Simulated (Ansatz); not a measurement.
# AsSe3: the cost of one run

Program: Ansatz 0.2.0. Level of theory: DFT PBE, scalar-relativistic, plane waves, PAW. These are calculated values, not measurements.

1 further run of the same task is left out (set aside as unsound or not needed).

## Step 1: The system as given

The structure is cubic, space group Pm-3m (No. 221). The conventional cell has a = 5.095 Å, b = 5.095 Å, c = 5.095 Å, α = 90.00°, β = 90.00°, γ = 90.00°. As (site symmetry m-3m) is surrounded by 6 Se at 2.55 Å. Se (site symmetry 4/mmm) has 2 As at 2.55 Å as nearest neighbours.

Coordinates:

```cif
data_structure
_symmetry_space_group_name_H-M 'P 1'
_symmetry_Int_Tables_number 1
_cell_length_a 5.0950
_cell_length_b 5.0950
_cell_length_c 5.0950
_cell_angle_alpha 90.000
_cell_angle_beta 90.000
_cell_angle_gamma 90.000
_cell_volume 132.26
loop_
_atom_site_label
_atom_site_type_symbol
_atom_site_fract_x
_atom_site_fract_y
_atom_site_fract_z
_atom_site_occupancy
As1 As 0.00000 0.00000 0.00000 1
Se1 Se 0.00000 0.00000 0.50000 1
Se2 Se 0.00000 0.50000 0.00000 1
Se3 Se 0.50000 0.00000 0.00000 1
```

It is the end of an earlier relaxation with the same method, from a database cell with other species swapped in; it is a trial structure. At a tolerance of 0.05 Å it has space group Pm-3m (No. 221); it has 33.07 Å³/atom, an uncorrected energy of +0.65 eV/atom over the elements.

## Step 2: Static run: bands, density of states and charges

input.yaml reads:

```yaml
crystal:
  lattice:
    - [5.0950336534, 0.0, 0.0]
    - [0.0, 5.0950336534, 0.0]
    - [0.0, 0.0, 5.0950336534]
  atoms:
    - { symbol: As, position: [0.0, 0.0, 0.0] }
    - { symbol: Se, position: [0.0, 0.0, 0.5] }
    - { symbol: Se, position: [0.0, 0.5, 0.0] }
    - { symbol: Se, position: [0.5, 0.0, 0.0] }
basis:
  ecutwfc: 420
kpoints:
  mp_grid: { grid: [10, 10, 10] }
  band_path:
    path:
      - [[0.0, 0.0, 0.0], [0.0, 0.5, 0.0], [0.5, 0.5, 0.0], [0.0, 0.0, 0.0], [0.5, 0.5, 0.5], [0.0, 0.5, 0.0]]
      - [[0.5, 0.5, 0.5], [0.5, 0.5, 0.0]]
    npoints: 14
hamiltonian:
  xc: pbe
scf:
  occupations: { method: gaussian, width: 0.1 }
  n_extra_bands: 10
output:
  forces: true
  stress: true
  eigenvalues: true
  populations: true
  dos: { projected: true, de: 0.02, nscf_kmesh: { grid: [12, 12, 12] } }
  bader: true
  write_density: true
  write_potential: true
  elf: true
  volumetric_format: npy
```

Launch:

```bash
$ ansatz run input.yaml --threads 1 --pin off --max-ram 2560MiB --backend cpu --events-out ev --progress --plain --runs-dir out
```

**Question.** How long does this run take on 1 thread of Arm Neoverse V2, shared host, and how much memory does it need?

About 68 s, with a peak of 0.57 GiB.
